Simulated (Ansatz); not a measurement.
# CHGe: the cost of one run

Method: cc-pVTZ, core rule «outside noble gas», up to 15 orbitals frozen; program: Ansatz 0.2.0, Gaussian basis.

To be run: UHF; CCSD(T) on ROHF; CCSD(T) on UHF; BCCD(T) on ROHF; CCSDT(Q) on ROHF; CCSDT(Q) on UHF; CASSCF and MRCISD+Q, 9 electrons in 9 orbitals; CASSCF and NEVPT2, 9 electrons in 9 orbitals.

7 further runs of the same task are left out: 2 for a known fault of the program, 5 set aside as unsound or not needed.

### Step 1. The geometry

The geometry is a PBE0/def2-TZVP stationary point (not a proven minimum) of the parent state, kept for this charge and spin. No spin-orbit coupling is included. The filled d shell of Ge may be among the frozen orbitals whatever the setting's name suggests; the logs give the count.

3 atoms, charge 0, spin multiplicity 4.

Atoms are counted from 1 here; the program's logs count them from 0.

Bond lengths: Ge1–C2 1.782 Å, Ge1–H3 1.541 Å. Angles: C2–Ge1–H3 180.0°.

### Step 2. UHF

in.yaml reads:

```yaml
crystal:
  periodic: [false, false, false]
  atoms:
    - {symbol: Ge, position_ang: [0.000000, 0.000000, 0.080265]}
    - {symbol: C, position_ang: [0.000000, 0.000000, -1.701841]}
    - {symbol: H, position_ang: [0.000000, 0.000000, 1.621576]}
basis:
  gaussian: {orbitals: cc-pVTZ}
magnetization: {spin_polarized: true, initial_magnetization: 3}
hamiltonian: {xc: hf}
output: {orbitals: {seedname: orbitals}}
```

Started as:

```
> ansatz run in.yaml --threads 1 --pin off --events-out ev --progress --plain --max-ram 4096MiB --backend cpu
```

Q: Estimate wall time and peak memory on 1 thread of AMD EPYC 7R13, shared host.

About 7.5 s, with a peak of 0.25 GiB.
